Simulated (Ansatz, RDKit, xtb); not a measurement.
# C6H6O2S: which of the isomers drawn lies lowest?, part 2 of 2

A sample of isomers of C6H6O2S is drawn. Aim: find which of them has the lowest free energy at 298.15 K, then its properties. The sample is small against all isomers, and the most stable one of this formula need not be in it.

xtb, Ansatz and PySCF; isolated molecules. The steps go on from the part before.

**10. c571a at MP2/def2-TZVPP**

input.yaml

```yaml
basis:
  gaussian:
    orbitals: def2-TZVPP
crystal:
  periodic: [false, false, false]
  atoms:
    - symbol: C
      position_ang: [-0.398470, 0.601259, 2.093914]
    - symbol: C
      position_ang: [-0.115324, 0.332838, 0.633983]
    - symbol: C
      position_ang: [0.000858, 1.434984, -0.297724]
    - symbol: C
      position_ang: [0.134257, 3.544865, -1.601092]
    - symbol: C
      position_ang: [0.338884, 2.449871, -2.400946]
    - symbol: C
      position_ang: [0.264250, 1.229542, -1.660896]
    - symbol: O
      position_ang: [0.021093, -0.827413, 0.217839]
    - symbol: O
      position_ang: [0.426216, 0.031745, -2.203029]
    - symbol: S
      position_ang: [-0.152352, 3.145772, 0.054796]
    - symbol: H
      position_ang: [-0.458981, -0.351741, 2.634657]
    - symbol: H
      position_ang: [-1.345972, 1.152758, 2.209562]
    - symbol: H
      position_ang: [0.397862, 1.224534, 2.533080]
    - symbol: H
      position_ang: [0.137300, 4.591085, -1.906109]
    - symbol: H
      position_ang: [0.535513, 2.488859, -3.472246]
    - symbol: H
      position_ang: [0.319441, -0.613692, -1.449377]
correlation:
  method: mp2
  frozen_orbitals: {H: 0, O: 1, S: 5, C: 1}
```

Launch:

```console
$ ansatz run input.yaml --threads 4 --pin off --max-ram 7830MiB --events-out events.jsonl --progress --plain --runs-dir runs
```

Log:

```text
Warning: RAYON_NUM_THREADS=4 ignored (pool sized by the plan → 4); use --threads N
Functional definition: HF
  name "HF"
  exchange = exact_x
  correlation = 0
2297 factors; integrals over basis functions are off by at most 1.5e-3 eV
mean field evaluation 1: about -21166.4138 eV, gradient 5.1e1 eV
mean field evaluation 2: about -21166.9865 eV, gradient 5.1e1 eV
mean field evaluation 4: about -21173.2178 eV, gradient 7.5e0 eV
mean field evaluation 8: about -21173.4145 eV, gradient 7.5e-1 eV
mean field evaluation 16: about -21173.4198 eV, gradient 2.4e-6 eV
mean field -21173.41980013 eV, -778.1088257955 hartree, gradient 2.4e-6 eV, S^2 0.000000; 0 other end points of the search recorded, 0 dependent functions left out; unrestricted orbitals would lower it
13 core orbitals not correlated: weight in the atoms' cores, before any rotation towards them, 1.000 or more for the frozen orbitals, at most 0.000 for the correlated occupied ones
reference -21173.41980013 eV, -778.1088257955 hartree; 24, 24 occupied and 337, 337 virtual orbitals, 2297 factors
second order -43.50212838 eV of doubles, -0.00000000 eV of singles
Total energy: -21216.92192851 eV, -779.7074995265 hartree
```

It took 12 s on 4 threads of Arm Neoverse V2, shared host; peak memory 1.5 GiB.

**11. c121b at CCSD(T)/def2-SVP**

input.yaml

```yaml
crystal:
  periodic: [false, false, false]
  atoms:
    - symbol: C
      position_ang: [-0.932608, 0.611409, -4.236526]
    - symbol: C
      position_ang: [-0.509320, 1.531675, -2.110320]
    - symbol: C
      position_ang: [-0.589673, 1.305669, -0.648239]
    - symbol: C
      position_ang: [-0.154675, 2.289057, 0.300038]
    - symbol: C
      position_ang: [-0.317612, 1.875302, 1.593590]
    - symbol: C
      position_ang: [-1.073809, 0.165062, -0.042307]
    - symbol: O
      position_ang: [-0.973385, 0.480256, -2.817270]
    - symbol: O
      position_ang: [-0.079127, 2.538718, -2.624234]
    - symbol: S
      position_ang: [-1.002879, 0.282088, 1.672527]
    - symbol: H
      position_ang: [0.100397, 0.756222, -4.588365]
    - symbol: H
      position_ang: [-1.534203, 1.471039, -4.569494]
    - symbol: H
      position_ang: [-1.344751, -0.320764, -4.642629]
    - symbol: H
      position_ang: [0.257126, 3.253241, 0.001931]
    - symbol: H
      position_ang: [-0.075911, 2.411162, 2.510384]
    - symbol: H
      position_ang: [-1.463181, -0.725673, -0.531035]
basis:
  gaussian:
    orbitals: def2-SVP
correlation:
  method: ccsd_t
  frozen_orbitals: {H: 0, O: 1, S: 5, C: 1}
```

Launch:

```console
$ ansatz run input.yaml --threads 4 --pin off --max-ram 7830MiB --events-out events.jsonl --progress --plain --runs-dir runs
```

Log, shortened:

```text
Warning: RAYON_NUM_THREADS=4 ignored (pool sized by the plan → 4); use --threads N
Functional definition: HF
  name "HF"
[...]
1607 factors; integrals over basis functions are off by at most 1.4e-3 eV
[...]
mean field -21157.88019101 eV, -777.5377556935 hartree, gradient 2.9e-6 eV, S^2 0.000000; 0 other end points of the search recorded, 0 dependent functions left out; unrestricted orbitals would lower it
13 core orbitals not correlated: weight in the atoms' cores, before any rotation towards them, 1.000 or more for the frozen orbitals, at most 0.000 for the correlated occupied ones
reference -21157.88019101 eV, -777.5377556935 hartree; 24, 24 occupied and 123, 123 virtual orbitals, 1607 factors
second order -34.81177424 eV of doubles, -0.00000000 eV of singles
cycle   1  -34.87076945 eV  change   -5.9e-2 eV  update   1.6e-1
[...]
cycle  10  -36.12908384 eV  change   -3.3e-5 eV  update   3.1e-5
perturbative correction -1.44060890 eV, -0.0529414007 hartree
Total energy: -21195.44988376 eV, -778.9184164361 hartree
```

Run time: 49 s. Hardware: 4 threads of Arm Neoverse V2, shared host; peak memory 1.8 GiB.

For c571a, c121b, c189a the log finds that unrestricted Hartree-Fock orbitals lie lower, a sign to watch the closed-shell reference there.

**12. The ranking**

Energies in kcal/mol from c571a; G adds the thermal terms to the CCSD(T)/def2-SVP + MP2/def2-TZVPP - MP2/def2-SVP energy. The columns left of the relaxed level are at the tight-binding geometries.

| label | SMILES | spin | GFN2-xTB | HF/STO-3G | r2SCAN-D4/def2-SVP | B3LYP/def2-SVP | HF/def2-SVP | MP2/def2-SVP | CCSD(T)/def2-SVP + MP2/def2-TZVPP - MP2/def2-SVP | G | share at equilibrium | T1 |
| --- | --- | --- | --- | --- | --- | --- | --- | --- | --- | --- | --- | --- |
| c571a | CC(=O)c1sccc1O | singlet | 0.0 | 0.0 | 0.0 | 0.0 | 0.0 | 0.0 | 0.0 | 0.0 | 79.7 % | 0.017 |
| c121b | COC(=O)c1ccsc1 | singlet | 0.5 | -5.2 | 4.5 | 2.4 | -4.3 | 0.9 | 1.2 | 0.8 | 20.3 % | 0.015 |
| c189a | Cc1csc(OC=O)c1 | singlet | 2.8 | -0.1 | 15.8 | 12.9 | 8.9 | 11.5 | 12.8 | 12.4 | < 0.1 % | 0.015 |

Lowest found: c571a, `CC(=O)c1sccc1O`, a singlet. Bond lengths: C1–C2 1.511 Å, C2–C3 1.448 Å, C4–C5 1.371 Å, C3–C6 1.404 Å, C5–C6 1.429 Å, C2–O7 1.240 Å, C6–O8 1.325 Å, C3–S9 1.753 Å, C4–S9 1.727 Å, C1–H10 1.097 Å, C1–H11 1.102 Å, C1–H12 1.102 Å, C4–H13 1.090 Å, C5–H14 1.090 Å, O8–H15 0.998 Å. Some angles: C1–C2–C3 120.1°, C1–C2–O7 120.7°, C3–C2–O7 119.2°, C2–C3–C6 121.9°, C2–C3–S9 127.3°, C6–C3–S9 110.8°, C4–C5–C6 111.8°, C5–C4–S9 113.5°, C3–C6–C5 112.8°, C3–C6–O8 123.6°.

```xyz
15

C    -0.3985    0.6013    2.0939
C    -0.1153    0.3328    0.6340
C     0.0009    1.4350   -0.2977
C     0.1343    3.5449   -1.6011
C     0.3389    2.4499   -2.4009
C     0.2642    1.2295   -1.6609
O     0.0211   -0.8274    0.2178
O     0.4262    0.0317   -2.2030
S    -0.1524    3.1458    0.0548
H    -0.4590   -0.3517    2.6347
H    -1.3460    1.1528    2.2096
H     0.3979    1.2245    2.5331
H     0.1373    4.5911   -1.9061
H     0.5355    2.4889   -3.4722
H     0.3194   -0.6137   -1.4494
```

**13. Results**

This closing draws on all 2 parts.

| quantity | value |
| --- | --- |
| lowest structure found | CC(=O)c1sccc1O, singlet |
| next finalist | COC(=O)c1ccsc1, singlet, 0.8 kcal/mol higher in G |
| share at equilibrium, among the finalists | 79.7 % |
| funnel | 23 starts, 23 minima at GFN2-xTB, 12 screening runs, 4 relaxed, 3 ranked |
| CPU time of all runs | 19 min |

The lowest structure found is `CC(=O)c1sccc1O`. Its margin of 0.8 kcal/mol is inside the likely error of CCSD(T)/def2-SVP + MP2/def2-TZVPP - MP2/def2-SVP with harmonic terms (about 1.5 kcal/mol), so the order of the first two is not settled. GFN2-xTB, r2SCAN-D4/def2-SVP, B3LYP/def2-SVP and MP2/def2-SVP already put its bonding pattern lowest among the structures in one piece; HF/STO-3G and HF/def2-SVP favour the singlet COC(=O)c1ccsc1. The largest share of the time went into the final energies (64 %). Lowest found is not proven lowest: the search is finite, and each finalist counts with one conformer. Only 14 drawn patterns were tried, so whole families of isomers are missing, and the result ranks this sample alone. The lowest isomer need not be the one that is made and kept in a bottle, which depends on barriers.
